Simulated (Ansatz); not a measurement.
Runs of Ansatz 0.2.0 on SbW2. It takes space group Fm-3m (No. 225, cubic). The conventional cell has a = 6.266 Å, b = 6.266 Å, c = 6.266 Å, α = 90.00°, β = 90.00°, γ = 90.00°. Sb (site symmetry m-3m) is surrounded by 8 W at 2.71 Å. W (site symmetry -43m) has 4 Sb at 2.71 Å as nearest neighbours. The cell was built by a generator and needn't be a form met in nature.

```tsv
task	level	cell	points for each segment of the path	target pressure (GPa)	gap on the mesh (eV)	pressure (GPa)	relaxed volume (Å³/atom)
band structure	PBE	as given	14	-	none	0.0	-
relaxation of cell and atoms	PBE	relaxed to 5 GPa	-	5	none	5.0	-
relaxation of cell and atoms	PBE	relaxed to 10 GPa	-	10	none	10.0	-
relaxation of cell and atoms	BLYP	relaxed	-	-	none	0.0	21.43
relaxation of cell and atoms	PBE	relaxed	-	-	none	0.0	(a)
```

Alike in all rows: potentials or basis Ansatz PAW; no spin polarisation; k mesh 7 × 7 × 7; cutoff (eV) 420; smearing fermi-dirac 0.05 eV.

Fill in the values left out.

(a) 20.50.

Caveats: the plane-wave basis is chosen anew once the cell has moved, so the energies of steps on either side of that aren't comparable (some runs); spin-orbit coupling is left out, which moves the levels of the heavy elements (some runs); the PAW data sets come from PBE, with cores solved anew for the run's functional, which leaves a small shift of forces and pressure (some runs).

A k mesh can miss the band edges, and the runs leave out spin-orbit coupling on Sb, W.

A gap of «none» marks a metal or a gap under the smearing width.
